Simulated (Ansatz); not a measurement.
**C₂H₅ClIn radical: one species, many methods**

Aim: compute C₂H₅ClIn radical with functionals from several rungs and with coupled cluster, and see how far each lands from CCSD(T) at the basis-set limit for the atomisation energy.

Program: Ansatz 0.2.0, Gaussian basis. Level of theory: functionals in def2-TZVPP, the program's frozen cores in correlated methods. These are calculated values, not measurements.

The runs, in order: PBE-D4, r2SCAN-D4, PBE0-D4, B3LYP-D4, ωB97X-V, ωB97M-V, B2PLYP; CCSD(T)/def2-TZVPP; MP2/def2-QZVPP; extrapolation to the limit.

## 1. Structure used throughout

The geometry comes from an earlier relaxation with PBE0-D4 in a triple-zeta def2 set; it is a stationary point, not always the lowest conformer. In takes the def2 core potential; no spin-orbit term is included.

9 atoms, charge 0, spin multiplicity 2.

Atoms are counted from 1 here; the program's logs count them from 0.

Bond lengths: C1–C2 1.510 Å, C1–H5 1.092 Å, C1–H6 1.097 Å, C1–H7 1.092 Å, C2–In3 2.268 Å, C2–H8 1.092 Å, C2–H9 1.089 Å, In3–Cl4 2.398 Å. Angles: C2–C1–H5 112.2°, C2–C1–H6 110.3°, C2–C1–H7 112.0°, H5–C1–H6 107.0°, H5–C1–H7 107.6°, H6–C1–H7 107.5°, C1–C2–In3 109.9°, C1–C2–H8 113.7°, C1–C2–H9 114.5°, In3–C2–H8 101.9°, In3–C2–H9 106.3°, H8–C2–H9 109.6°, C2–In3–Cl4 108.1°.

Coordinates:

```tsv
atom	x (Å)	y (Å)	z (Å)
C1	-0.6577	0.7061	0.0626
C2	0.2952	-0.1946	0.8114
In3	0.9129	-1.9320	-0.5092
Cl4	1.1327	-1.1210	-2.7549
H5	-1.6088	0.2129	-0.1510
H6	-0.8862	1.5983	0.6587
H7	-0.2403	1.0443	-0.8879
H8	1.2574	0.2726	1.0335
H9	-0.1167	-0.6328	1.7197
```

## 2. PBE-D4 (GGA)

File in.yaml:

```yaml
crystal:
  periodic: [false, false, false]
  atoms:
    - {symbol: C, position_ang: [-0.657712, 0.706148, 0.062564]}
    - {symbol: C, position_ang: [0.295173, -0.194561, 0.811415]}
    - {symbol: In, position_ang: [0.912894, -1.932039, -0.509190]}
    - {symbol: Cl, position_ang: [1.132713, -1.120991, -2.754873]}
    - {symbol: H, position_ang: [-1.608811, 0.212928, -0.150986]}
    - {symbol: H, position_ang: [-0.886192, 1.598295, 0.658717]}
    - {symbol: H, position_ang: [-0.240346, 1.044251, -0.887895]}
    - {symbol: H, position_ang: [1.257383, 0.272553, 1.033464]}
    - {symbol: H, position_ang: [-0.116701, -0.632784, 1.719685]}
basis:
  gaussian: {orbitals: def2-TZVPP}
magnetization: {spin_polarized: true, initial_magnetization: 1}
hamiltonian: {xc: pbe, dispersion: d4}
output: {forces: true, orbitals: {seedname: orbitals}}
```

Launch:

```sh
ansatz run in.yaml --threads 2 --pin off --events-out ev --progress --plain --max-ram 32768MiB --backend cpu
```

After this run come: r2SCAN-D4 (meta-GGA); PBE0-D4 (hybrid); B3LYP-D4 (hybrid); ωB97X-V (range-separated); ωB97M-V (range-separated); B2PLYP (double hybrid); CCSD(T) in def2-TZVPP; MP2 in def2-QZVPP.

Before running them: what should the planned runs give, taken together? Wanted: atomisation energy, CCSD(T)/CBS; farthest; mean size of error, hybrid; mean size of error, range-separated; gap, smallest and largest; T1 diagnostic; triples share of the correlation energy.

The runs gave:

| quantity | value |
| --- | --- |
| atomisation energy, CCSD(T)/CBS | 3031.7 kJ/mol |
| functionals within 30.3 kJ/mol (1.0 %) | r2SCAN-D4, PBE0-D4, B3LYP-D4, ωB97X-V, ωB97M-V |
| farthest | PBE-D4 (+51.7 kJ/mol) |
| mean size of error, hybrid | 11.8 kJ/mol |
| mean size of error, range-separated | 0.6 kJ/mol |
| gap, smallest and largest | 0.91 eV (PBE-D4), 6.52 eV (ωB97X-V) |
| T1 diagnostic | 0.0161 |
| triples share of the correlation energy | 3.6 % |

What this shows: PBE-D4 misses by +51.7 kJ/mol. Double hybrids carry the basis error of their MP2 part in triple zeta, and no dispersion term here, so their miss is partly the set-up's. The reference freezes the cores and leaves out spin-orbit coupling and excitations past (T), and its outer-core shells are covered unevenly, so misses under about 30.3 kJ/mol can't be ranked. All levels share the lack of spin-orbit coupling, which lowers the free heavy atoms and so the true binding. Hartree-Fock recovers 75 % of the binding; the rest is correlation. The gap grows from 0.9 to 6.5 eV across the functionals, mostly with the share of exact exchange. Correlated methods include outer-core shells of In, which these sets cover unevenly.
